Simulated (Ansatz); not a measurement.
# H5NOSi: the cost of one run

Program: Ansatz 0.2.0, Gaussian basis. Level of theory: PBE0-D4/def2-TZVP structures, single points in def2-TZVPP, no counterpoise correction. These are calculated values, not measurements.

Levels: SPW92, PBE-D4, BLYP-D4, r2SCAN-D4, B97M-V, PBE0-D4, B3LYP-D4, r2SCAN0-D4, BHLYP-D4, CAM-B3LYP-D4, wB97X-V, wB97M-V, B2PLYP, PBE-QIDH, RPA on PBE, Hartree-Fock, MP2, CCSD, CCSD(T).

Cores are frozen in the correlated methods. B3LYP uses VWN-RPA correlation. B2PLYP carries no dispersion term here.

94 further runs of the same task are left out: 94 set aside as unsound or not needed.

### 1 The system as given

The complex: 11 atoms, charge 0, spin multiplicity 1.

Atoms are counted from 1 here; the program's logs count them from 0.

Bond lengths: Si1–H3 1.485 Å, Si1–H4 1.486 Å, Si1–O5 1.649 Å, Si1–N7 1.714 Å, S2–H6 1.352 Å, S2–H8 1.341 Å, O5–H9 0.958 Å, N7–H10 1.009 Å, N7–H11 1.009 Å. Angles: H3–Si1–H4 110.9°, H3–Si1–O5 110.3°, H3–Si1–N7 107.3°, H4–Si1–O5 109.9°, H4–Si1–N7 107.3°, O5–Si1–N7 111.0°, H6–S2–H8 92.4°, Si1–O5–H9 118.3°, Si1–N7–H10 118.9°, Si1–N7–H11 118.7°, H10–N7–H11 110.1°.

As a file:

```mol
H7NOSSi
  3D, bonds by distance, orders not assigned

 11  9  0  0  0  0  0  0  0  0999 V2000
   -0.7926    0.6993   -0.0559 Si  0  0
    1.1594   -3.0386    0.0232 S   0  0
   -1.5206   -0.0279   -1.1260 H   0  0
   -1.0549    0.0877    1.2729 H   0  0
   -1.2351    2.2872   -0.0403 O   0  0
    1.1192   -1.7004   -0.1654 H   0  0
    0.8829    0.5307   -0.3733 N   0  0
    0.8256   -2.9239    1.3172 H   0  0
   -2.1526    2.5012    0.1353 H   0  0
    1.5455    0.8563    0.3147 H   0  0
    1.2230    0.7282   -1.3025 H   0  0
  1  3  8  0
  1  4  8  0
  1  5  8  0
  1  7  8  0
  2  6  8  0
  2  8  8  0
  5  9  8  0
  7 10  8  0
  7 11  8  0
M  END
```

Its parts: H5NOSi holds atoms 1, 3, 4, 5, 7, 9, 10, 11; H2S holds atoms 2, 6, 8. Each part counts its atoms afresh in its own runs.

### 2 Relaxing H5NOSi alone

relax-a/in.yaml reads:

```yaml
crystal:
  periodic: [false, false, false]
  atoms:
    - {symbol: Si, position_ang: [-0.792596, 0.699282, -0.055904]}
    - {symbol: H, position_ang: [-1.520558, -0.027893, -1.126031]}
    - {symbol: H, position_ang: [-1.054929, 0.087718, 1.272880]}
    - {symbol: O, position_ang: [-1.235134, 2.287210, -0.040292]}
    - {symbol: N, position_ang: [0.882936, 0.530690, -0.373255]}
    - {symbol: H, position_ang: [-2.152588, 2.501217, 0.135282]}
    - {symbol: H, position_ang: [1.545519, 0.856262, 0.314672]}
    - {symbol: H, position_ang: [1.223048, 0.728226, -1.302478]}
basis:
  gaussian: {orbitals: def2-TZVP}
hamiltonian: {xc: pbe0, dispersion: d4}
relax: {f_tol: 0.005, max_steps: 200}
```

On the command line:

```console
$ ansatz run in.yaml --threads 4 --pin off --events-out ev --progress --plain --max-ram 9574MiB
```

**Question.** How long does this run take on 4 threads of Arm Neoverse V1, shared host?

About 7 s.
